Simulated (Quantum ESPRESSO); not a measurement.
Runs of Quantum ESPRESSO 7.5 on TlRu. Symmetry: F-43m, No. 216, cubic system. Conventional cell: a = 6.009 Å, b = 6.009 Å, c = 6.009 Å, α = 90.00°, β = 90.00°, γ = 90.00°. Tl (site symmetry -43m) is surrounded by 4 Ru at 2.60 Å. Around Ru (site symmetry -43m) lie 4 Tl at 2.60 Å. The cell was built by a generator and needn't be a form met in nature.

```csv
task,level,potentials or basis,cell,cutoff (eV),smearing,rVV10 parameter b,most ionic steps,forc conv thr,etot conv thr,ion dynamics,gap on the mesh (eV),pressure (GPa)
single point,PBE,SSSP 1.3 efficiency PBE,as given,816,fermi-dirac 0.05 eV,-,-,-,-,-,none,3.3
single point,PBE+rVV10,GBRV 1.5 LDA,as given,612,gaussian 0.05 eV,6.3,-,-,-,-,none,0.5
relaxation of cell and atoms,revPBE+rVV10,JTH 2.0 LDA,relaxed to 0.3 kbar,490,fermi-dirac 0.2 eV,6.3,40,0.0004 Ry/bohr,1e-05 Ry,bfgs,none,-
band structure,rev-vdW-DF2,GBRV 1.5 LDA,as given,612,gaussian 0.2 eV,-,-,-,-,-,none,(a)
```

Alike in all rows: no spin polarisation; k mesh 8 × 8 × 8.

Task: Estimate the missing entries.

Result: (a) 1.8.

Caveats: the potentials were made for another functional, which shifts forces and pressure (some runs); rVV10's parameter b was fitted to another functional (some runs); the cutoff is low for these files, which shifts pressure and relaxed volume (some runs); spin-orbit coupling is left out, which moves the levels of the heavy elements (some runs).

A k mesh can miss the band edges, and the runs leave out spin-orbit coupling on Ru, Tl.

A gap of «none» marks a metal or a gap under the smearing width.
